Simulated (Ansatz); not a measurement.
**Cu: a line through an energy map**

Aim: follow the energy of Cu (I4/mmm, No. 139; 1 atom in the cell) along one coordinate, lattice constant c, with the other held at lattice constant a (and b) = 2.783 Å.

Program: Ansatz 0.2.0. Level of theory: DFT LDA, scalar-relativistic, plane waves, PAW. These are calculated values, not measurements.

40 further runs of the same task are left out: 40 set aside as unsound or not needed.

### Step 1. The structure to begin with

It takes space group I4/mmm (No. 139, tetragonal). The conventional cell has a = 2.855 Å, b = 2.855 Å, c = 2.682 Å, α = 90.00°, β = 90.00°, γ = 90.00°. Around Cu (site symmetry 4/mmm) lie 10 Cu at 2.42 to 2.68 Å.

Structure file:

```
CELL_PARAMETERS angstrom
-1.42740 1.42740 1.34108
1.42740 -1.42740 1.34108
1.42740 1.42740 -1.34108
ATOMIC_POSITIONS crystal
Cu 0.00000 0.00000 0.00000
```

It goes back to an entry of the Materials Project, which need not be the stable form.

It is the result of an earlier relaxation at this level (volume 10.93 Å³/atom; gap on the mesh: none (metal)).

### Step 2. The scan

The energy is mapped over the lattice constants a and c of the conventional cell.

First coordinate, lattice constant a (and b): 9 values from 2.712 to 2.998 Å. Second coordinate, lattice constant c: 9 values from 2.548 to 2.816 Å.

Nothing else is relaxed (symmetry fixes all fractional coordinates). Energies count from the relaxed crystal. Points are written as (first, second).

### Step 3. Grid point (2.783 Å, 2.548 Å)

File input.yaml:

```yaml
crystal:
  lattice:
    - [-1.3917, 1.3917, 1.27405]
    - [1.3917, -1.3917, 1.27405]
    - [1.3917, 1.3917, -1.27405]
  atoms:
    - { symbol: Cu, position: [0.0, 0.0, 0.0] }
basis:
  ecutwfc: 520.0
kpoints:
  mp_grid: { grid: [22, 22, 22] }
hamiltonian:
  xc: lda
  pseudopotentials: { kind: paw, azcp: { folder: soft_1 } }
scf:
  occupations: { method: gaussian, width: 0.15 }
output:
  forces: true
  stress: true
  eigenvalues: true
```

Started as:

```console
> ansatz run input.yaml --threads 1 --pin off --max-ram 2048MiB --backend cpu --events-out ev --progress --plain --runs-dir out
```

The program printed, cut to the lines that bear on the results:

```text
Warning: <dir> the record states the generating functional pbe (its physics header spells it `PBE`), which answers neither for hamiltonian.xc's functional nor for the lda family's — results may be inconsistent (PPs are generated against a specific XC)
Warning: RAYON_NUM_THREADS=1 ignored (pool sized by the plan → 1); use --threads N
[...]
Pseudopotentials: kind: paw
Pseudopotential: Cu, paw, valence charge 19, recommended cutoff 420 eV (normal), <dir>
Functional definition: SPW92
[...]
Crystal: 1 atoms, lattice volume = 9.870 Å³
Basis set: ecut = 520 eV, 273 PW (Γ)
Bands: 14, of which v1, the nominal top of the filled ones, is band 10 counted from 1 (9 counted from 0)
Symmetry: 16 space group operations
Space group: I4/mmm (ITA 139), of the structure as read, at distance tolerance 2.1e-5 Å
k-points: 834 of 10648
[...]
SCF iter   1: F=—  HF=-6556.800497 eV  |F-HF|=—  |Δ(HF+E_count)|=         —  Δρ=3.17e-1  dr2=5.62e0  ethr=3.10e-3  ⟨swp⟩=5.0  Hψ=62283  notcnv=0
[...]
SCF iter   6: F=-6555.610310 eV  HF=-6555.610310 eV  |F-HF|=3.23e-9  |Δ(HF+E_count)|=   6.27e-8  Δρ=5.77e-6  dr2=4.27e-10  ethr=5.26e-10  ⟨swp⟩=7.0  Hψ=52606  notcnv=0
[...]
SCF converged after 6 iterations
Free energy (F): -6555.610310 eV
[...]
E sigma→0 (E₀):  -6555.608347 eV
Entropy (-TS):   -0.003926 eV (-3.926 meV/atom)
Fermi energy:    20.098236 eV
[...]
--- Forces (eV/Å), atoms counted from 1 ---
  atom   1  Cu     0.00000000    -0.00000000     0.00000000
[...]
--- Stress (GPa, compression-positive) ---
       23.934948      -0.000000       0.000000
       -0.000000      23.934948       0.000000
        0.000000      -0.000000      25.822985
  P = ⅓ Tr σ = 24.5643 GPa (245.643 kbar)
--- Band table (eV; the first three rows and the last of 834) ---
  k-point 0: bands = ["-92.2024", "-49.8993", "-49.8899", "-49.8899", "9.1827", "15.9840", "16.4638", "16.4638", "17.3198", "17.8398", "45.9126", "45.9126", "48.6286", "50.8030"]
[...]
```

Wall time 2.9 s (1 thread of AMD EPYC 9R45 (Zen 5), shared host); peak memory 0.48 GiB.

On the map this point reads 74 meV/atom.

### Step 4. Grid point (2.783 Å, 2.582 Å)

input.yaml: that of step 3 with these lines changed.

```diff
@@ -2,5 +2,5 @@
   lattice:
-    - [-1.3917, 1.3917, 1.27405]
-    - [1.3917, -1.3917, 1.27405]
-    - [1.3917, 1.3917, -1.27405]
+    - [-1.3917, 1.3917, 1.2908]
+    - [1.3917, -1.3917, 1.2908]
+    - [1.3917, 1.3917, -1.2908]
   atoms:
```

Started as:

```console
> ansatz run input.yaml --threads 1 --pin off --max-ram 2048MiB --backend cpu --events-out ev --progress --plain --runs-dir out
```

The program printed, cut to the lines that bear on the results:

```text
[...]
SCF converged after 6 iterations
Free energy (F): -6555.629474 eV
[...]
E sigma→0 (E₀):  -6555.627541 eV
Entropy (-TS):   -0.003866 eV (-3.866 meV/atom)
Fermi energy:    19.760494 eV
[...]
--- Forces (eV/Å), atoms counted from 1 ---
  atom   1  Cu     0.00000000    -0.00000000    -0.00000000
[...]
--- Stress (GPa, compression-positive) ---
       20.224572      -0.000000       0.000000
       -0.000000      20.224572       0.000000
        0.000000       0.000000      21.545950
  P = ⅓ Tr σ = 20.6650 GPa (206.650 kbar)
--- Band table (eV; the first three rows and the last of 834) ---
  k-point 0: bands = ["-92.4896", "-50.1904", "-50.1838", "-50.1838", "8.9676", "15.7547", "16.1530", "16.1530", "17.0793", "17.5077", "45.6498", "45.6498", "47.8909", "50.4016"]
[...]
```

It took 2.9 s on 1 thread of AMD EPYC 9R45 (Zen 5), shared host; peak memory 0.49 GiB.

On the map this point reads 55 meV/atom.

### Step 5. Point (2.783 Å, 2.615 Å)

input.yaml: that of step 4 with these lines changed.

```diff
@@ -2,5 +2,5 @@
   lattice:
-    - [-1.3917, 1.3917, 1.2908]
-    - [1.3917, -1.3917, 1.2908]
-    - [1.3917, 1.3917, -1.2908]
+    - [-1.3917, 1.3917, 1.30755]
+    - [1.3917, -1.3917, 1.30755]
+    - [1.3917, 1.3917, -1.30755]
   atoms:
```

Started as:

```console
> ansatz run input.yaml --threads 1 --pin off --max-ram 2048MiB --backend cpu --events-out ev --progress --plain --runs-dir out
```

The program printed, cut to the lines that bear on the results:

```text
Warning: <dir> the record states the generating functional pbe (its physics header spells it `PBE`), which answers neither for hamiltonian.xc's functional nor for the lda family's — results may be inconsistent (PPs are generated against a specific XC)
Warning: RAYON_NUM_THREADS=1 ignored (pool sized by the plan → 1); use --threads N
[...]
[... 3 set-up lines as earlier in the session ...]
[...]
Crystal: 1 atoms, lattice volume = 10.130 Å³
Basis set: ecut = 520 eV, 281 PW (Γ)
Bands: 14, of which v1, the nominal top of the filled ones, is band 10 counted from 1 (9 counted from 0)
[... 1 set-up line as earlier in the session ...]
Space group: I4/mmm (ITA 139), of the structure as read, at distance tolerance 2.2e-5 Å
k-points: 834 of 10648
[...]
SCF iter   1: F=—  HF=-6556.832041 eV  |F-HF|=—  |Δ(HF+E_count)|=         —  Δρ=3.15e-1  dr2=5.70e0  ethr=3.10e-3  ⟨swp⟩=5.1  Hψ=62123  notcnv=0
[...]
SCF iter   7: F=-6555.645284 eV  HF=-6555.645284 eV  |F-HF|=9.46e-11  |Δ(HF+E_count)|=   1.62e-8  Δρ=2.24e-6  dr2=2.90e-10  ethr=1.59e-11  ⟨swp⟩=3.0  Hψ=30930  notcnv=0
[...]
SCF converged after 7 iterations
Free energy (F): -6555.645284 eV
[...]
E sigma→0 (E₀):  -6555.643384 eV
Entropy (-TS):   -0.003800 eV (-3.800 meV/atom)
Fermi energy:    19.432203 eV
[...]
--- Forces (eV/Å), atoms counted from 1 ---
  atom   1  Cu     0.00000000    -0.00000000    -0.00000000
[...]
--- Stress (GPa, compression-positive) ---
       16.796938      -0.000000      -0.000000
       -0.000000      16.796938       0.000000
       -0.000000       0.000000      17.535233
  P = ⅓ Tr σ = 17.0430 GPa (170.430 kbar)
--- Band table (eV; the first three rows and the last of 834) ---
  k-point 0: bands = ["-92.7702", "-50.4752", "-50.4702", "-50.4702", "8.7587", "15.5305", "15.8517", "15.8517", "16.8399", "17.1838", "45.3857", "45.3857", "47.1807", "50.0118"]
[...]
```

Run time: 3.1 s. Hardware: 1 thread of AMD EPYC 9R45 (Zen 5), shared host; peak memory 0.49 GiB.

On the map this point reads 39 meV/atom.

### Step 6. Grid point (2.783 Å, 2.649 Å)

input.yaml: that of step 5 with these lines changed.

```diff
@@ -2,5 +2,5 @@
   lattice:
-    - [-1.3917, 1.3917, 1.30755]
-    - [1.3917, -1.3917, 1.30755]
-    - [1.3917, 1.3917, -1.30755]
+    - [-1.3917, 1.3917, 1.3243]
+    - [1.3917, -1.3917, 1.3243]
+    - [1.3917, 1.3917, -1.3243]
   atoms:
```

Started as:

```console
> ansatz run input.yaml --threads 1 --pin off --max-ram 2048MiB --backend cpu --events-out ev --progress --plain --runs-dir out
```

The program printed, cut to the lines that bear on the results:

```text
Warning: <dir> the record states the generating functional pbe (its physics header spells it `PBE`), which answers neither for hamiltonian.xc's functional nor for the lda family's — results may be inconsistent (PPs are generated against a specific XC)
Warning: RAYON_NUM_THREADS=1 ignored (pool sized by the plan → 1); use --threads N
[...]
[... 3 set-up lines as earlier in the session ...]
[...]
Crystal: 1 atoms, lattice volume = 10.260 Å³
Basis set: ecut = 520 eV, 281 PW (Γ)
Bands: 14, of which v1, the nominal top of the filled ones, is band 10 counted from 1 (9 counted from 0)
[... 2 set-up lines as earlier in the session ...]
k-points: 834 of 10648
[...]
SCF iter   1: F=—  HF=-6556.842421 eV  |F-HF|=—  |Δ(HF+E_count)|=         —  Δρ=3.13e-1  dr2=5.73e0  ethr=3.10e-3  ⟨swp⟩=5.0  Hψ=62093  notcnv=0
[...]
SCF iter   7: F=-6555.657944 eV  HF=-6555.657944 eV  |F-HF|=1.02e-10  |Δ(HF+E_count)|=   2.77e-8  Δρ=2.52e-6  dr2=3.29e-10  ethr=2.75e-11  ⟨swp⟩=3.0  Hψ=30954  notcnv=0
[...]
SCF converged after 7 iterations
Free energy (F): -6555.657944 eV
[...]
E sigma→0 (E₀):  -6555.656040 eV
Entropy (-TS):   -0.003808 eV (-3.808 meV/atom)
Fermi energy:    19.116125 eV
[...]
--- Forces (eV/Å), atoms counted from 1 ---
  atom   1  Cu     0.00000000     0.00000000    -0.00000000
[...]
--- Stress (GPa, compression-positive) ---
       13.633774      -0.000000      -0.000000
       -0.000000      13.633774       0.000000
       -0.000000       0.000000      13.775680
  P = ⅓ Tr σ = 13.6811 GPa (136.811 kbar)
--- Band table (eV; the first three rows and the last of 834) ---
  k-point 0: bands = ["-93.0442", "-50.7538", "-50.7495", "-50.7495", "8.5556", "15.3113", "15.5597", "15.5597", "16.6018", "16.8676", "45.1186", "45.1186", "46.4965", "49.6317"]
[...]
```

It took 3.1 s on 1 thread of AMD EPYC 9R45 (Zen 5), shared host; peak memory 0.49 GiB.

Energy on the map's scale: 27 meV/atom.

### Step 7. The run at (2.783 Å, 2.682 Å)

input.yaml: that of step 6 with these lines changed.

```diff
@@ -2,5 +2,5 @@
   lattice:
-    - [-1.3917, 1.3917, 1.3243]
-    - [1.3917, -1.3917, 1.3243]
-    - [1.3917, 1.3917, -1.3243]
+    - [-1.3917, 1.3917, 1.3410790181]
+    - [1.3917, -1.3917, 1.3410790181]
+    - [1.3917, 1.3917, -1.3410790181]
   atoms:
```

Started as:

```console
> ansatz run input.yaml --threads 1 --pin off --max-ram 2048MiB --backend cpu --events-out ev --progress --plain --runs-dir out
```

The program printed, cut to the lines that bear on the results:

```text
Warning: <dir> the record states the generating functional pbe (its physics header spells it `PBE`), which answers neither for hamiltonian.xc's functional nor for the lda family's — results may be inconsistent (PPs are generated against a specific XC)
Warning: RAYON_NUM_THREADS=1 ignored (pool sized by the plan → 1); use --threads N
[...]
[... 3 set-up lines as earlier in the session ...]
[...]
Crystal: 1 atoms, lattice volume = 10.390 Å³
Basis set: ecut = 520 eV, 297 PW (Γ)
Bands: 14, of which v1, the nominal top of the filled ones, is band 10 counted from 1 (9 counted from 0)
[... 2 set-up lines as earlier in the session ...]
k-points: 834 of 10648
[...]
SCF iter   1: F=—  HF=-6556.849683 eV  |F-HF|=—  |Δ(HF+E_count)|=         —  Δρ=3.12e-1  dr2=5.77e0  ethr=3.10e-3  ⟨swp⟩=5.1  Hψ=61625  notcnv=0
[...]
SCF iter   7: F=-6555.667716 eV  HF=-6555.667716 eV  |F-HF|=3.33e-10  |Δ(HF+E_count)|=   1.64e-8  Δρ=2.93e-6  dr2=6.05e-10  ethr=1.64e-11  ⟨swp⟩=3.0  Hψ=30948  notcnv=0
[...]
SCF converged after 7 iterations
Free energy (F): -6555.667716 eV
[...]
E sigma→0 (E₀):  -6555.665717 eV
Entropy (-TS):   -0.003997 eV (-3.997 meV/atom)
Fermi energy:    18.809623 eV
[...]
--- Forces (eV/Å), atoms counted from 1 ---
  atom   1  Cu     0.00000000    -0.00000000    -0.00000000
[...]
--- Stress (GPa, compression-positive) ---
       10.649191       0.000000       0.000000
        0.000000      10.649191      -0.000000
        0.000000       0.000000      10.392563
  P = ⅓ Tr σ = 10.5636 GPa (105.636 kbar)
--- Band table (eV; the first three rows and the last of 834) ---
  k-point 0: bands = ["-93.3119", "-51.0260", "-51.0222", "-51.0222", "8.3577", "15.0965", "15.2765", "15.2765", "16.3653", "16.5583", "44.8465", "44.8465", "45.8359", "49.2607"]
[...]
```

It took 3.3 s on 1 thread of AMD EPYC 9R45 (Zen 5), shared host; peak memory 0.46 GiB.

On the map this point reads 17 meV/atom.

### Step 8. Grid point (2.783 Å, 2.716 Å)

input.yaml: that of step 7 with these lines changed.

```diff
@@ -2,5 +2,5 @@
   lattice:
-    - [-1.3917, 1.3917, 1.3410790181]
-    - [1.3917, -1.3917, 1.3410790181]
-    - [1.3917, 1.3917, -1.3410790181]
+    - [-1.3917, 1.3917, 1.35785]
+    - [1.3917, -1.3917, 1.35785]
+    - [1.3917, 1.3917, -1.35785]
   atoms:
```

Started as:

```console
> ansatz run input.yaml --threads 1 --pin off --max-ram 2048MiB --backend cpu --events-out ev --progress --plain --runs-dir out
```

The program printed, cut to the lines that bear on the results:

```text
[...]
SCF converged after 7 iterations
Free energy (F): -6555.674940 eV
[...]
E sigma→0 (E₀):  -6555.672838 eV
Entropy (-TS):   -0.004203 eV (-4.203 meV/atom)
Fermi energy:    18.509076 eV
[...]
--- Forces (eV/Å), atoms counted from 1 ---
  atom   1  Cu     0.00000000    -0.00000000    -0.00000000
[...]
--- Stress (GPa, compression-positive) ---
        7.772975      -0.000000      -0.000000
       -0.000000       7.772975       0.000000
       -0.000000       0.000000       7.495653
  P = ⅓ Tr σ = 7.6805 GPa (76.805 kbar)
--- Band table (eV; the first three rows and the last of 834) ---
  k-point 0: bands = ["-93.5730", "-51.2908", "-51.2883", "-51.2883", "8.1653", "14.8862", "15.0024", "15.0024", "16.1317", "16.2562", "44.5683", "44.5683", "45.1990", "48.8994"]
[...]
```

Wall time 3.3 s (1 thread of AMD EPYC 9R45 (Zen 5), shared host); peak memory 0.49 GiB.

Energy on the map's scale: 10 meV/atom.

### Step 9. Point (2.783 Å, 2.816 Å)

input.yaml: that of step 8 with these lines changed.

```diff
@@ -2,5 +2,5 @@
   lattice:
-    - [-1.3917, 1.3917, 1.35785]
-    - [1.3917, -1.3917, 1.35785]
-    - [1.3917, 1.3917, -1.35785]
+    - [-1.3917, 1.3917, 1.40815]
+    - [1.3917, -1.3917, 1.40815]
+    - [1.3917, 1.3917, -1.40815]
   atoms:
```

Started as:

```console
> ansatz run input.yaml --threads 1 --pin off --max-ram 2048MiB --backend cpu --events-out ev --progress --plain --runs-dir out
```

The program printed, cut to the lines that bear on the results:

```text
[...]
SCF converged after 7 iterations
Free energy (F): -6555.684098 eV
[...]
E sigma→0 (E₀):  -6555.681874 eV
Entropy (-TS):   -0.004448 eV (-4.448 meV/atom)
Fermi energy:    17.651476 eV
[...]
--- Forces (eV/Å), atoms counted from 1 ---
  atom   1  Cu     0.00000000    -0.00000000    -0.00000000
[...]
--- Stress (GPa, compression-positive) ---
        0.144371      -0.000000      -0.000000
       -0.000000       0.144371       0.000000
       -0.000000       0.000000       0.353164
  P = ⅓ Tr σ = 0.2140 GPa (2.140 kbar)
--- Band table (eV; the first three rows and the last of 834) ---
  k-point 0: bands = ["-94.3180", "-52.0468", "-52.0468", "-52.0457", "7.6181", "14.2310", "14.2310", "14.2820", "15.3922", "15.4463", "43.4195", "43.6797", "43.6797", "47.2605"]
[...]
```

Wall time 3.3 s (1 thread of AMD EPYC 9R45 (Zen 5), shared host); peak memory 0.5 GiB.

On the map this point reads 0.6 meV/atom.

### Step 10. Results

```
lattice constant c (Å)  step  energy (meV/atom)  slope (meV/atom per Å)  pressure (GPa)
                 2.548     3                 74                    −624            24.6
                 2.582     4                 55                    −521            20.7
                 2.615     5                 39                    −424            17.0
                 2.649     6                 27                    −333            13.7
                 2.682     7                 17                    −251            10.6
                 2.716     8                 10                    −181             7.7
                 2.749     –                4.7                    −119             5.0
                 2.783     –                1.8                     −61             2.5
                 2.816     9                0.6                      −9             0.2
```

Energies count from the relaxed crystal. Rows without a step come from runs not printed here or follow by symmetry. Slopes come from the forces (and the stress, where the cell changes), not from differences of energies.

The energy is lowest at the end of the line, 2.816 Å, so the minimum along this coordinate may lie outside the range. The highest point computed, at 2.548 Å, lies 74 meV/atom above the lowest. This is one cut through a surface in two coordinates; the map's lowest point lies off it.
